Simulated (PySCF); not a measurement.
# 1,1,1,3-tetrafluoropropane (C₃H₄F₄): electronic excitations and core binding energies

What electronic excitations and core binding energies should 1,1,1,3-tetrafluoropropane (C₃H₄F₄) (`FCCC(F)(F)F`) show?

Programs: PySCF 2.14.0, with density-fitted response routines of our own. Each step states its level of theory. These are calculated values for one molecule in the gas phase, unless marked as measured. Atoms are numbered from 0 throughout.

## 1. Starting geometry

11 atoms, charge 0, multiplicity 1; geometry from: GFN2-xTB.

Bonds of the start (Å): F0–C1 1.37, C1–C2 1.53, C2–C3 1.51, C3–F4 1.34, C3–F5 1.34, C3–F6 1.34, C1–H7 1.09, C1–H8 1.09, C2–H9 1.09, C2–H10 1.09.

## 2. TDDFT and polarisability: wB97X-D/def2-SVPD

The job: settings as JSON, then the geometry in Å.

```
{"job": {"kind": "uv", "xc": "wB97X-D", "basis": "def2-SVPD", "nstates": 8, "ntriplets": 3}, "charge": 0, "multiplicity": 1}
F      2.414174    -0.272810    -0.113232
C      1.223254     0.378041     0.052759
C      0.076910    -0.614196    -0.134675
C     -1.259652     0.075814     0.040101
F     -1.396342     0.620382     1.258347
F     -2.284773    -0.769778    -0.120223
F     -1.438737     1.070408    -0.841955
H      1.185268     1.177634    -0.694247
H      1.224563     0.801070     1.062622
H      0.112370    -1.046274    -1.136822
H      0.148390    -1.417620     0.601363
```

Level: TDDFT wB97X-D/def2-SVPD, vertical, gas phase, core orbitals frozen in the response.

**Question.** This job is followed by: delta-SCF UKS SCAN, pcX-2 on the ionised atom, pcseg-1 elsewhere, spin-free X2C. What will the session give for the following? lowest singlet (wB97X-D/def2-SVPD); brightest single state of those computed; lowest triplet; C1s binding energies, SCAN/pcX-2; F1s binding energies, SCAN/pcX-2.

The runs gave:

| quantity | value |
| --- | --- |
| lowest singlet (wB97X-D/def2-SVPD) | 9.71 eV (128 nm), f = 0.008 |
| brightest single state of those computed | state 7, 11.20 eV, f = 0.088 |
| lowest triplet | 9.42 eV |
| C1s binding energies, SCAN/pcX-2 | C3 298.65, C1 293.82, C2 292.21 eV |
| F1s binding energies, SCAN/pcX-2 | F4 694.23, F0 693.00 eV |

What this shows: The first singlet state (HOMO→LUMO 0.47, HOMO→LUMO+1 0.43) lies at 9.71 eV and is weak; of the 8 states computed, the strongest absorption comes from state 7 at 11.20 eV. The lowest triplet lies 0.30 eV below the lowest singlet (triplets in Tamm-Dancoff, singlets in full TDDFT). The C1s levels kept as sound span 6.44 eV, from C2 (sp3 CH2) up to C3 (CF3 carbon). F4 (fluorine of a CF3 group) binds its F1s electron 1.22 eV more tightly than F0 (fluorine on an sp3 carbon).
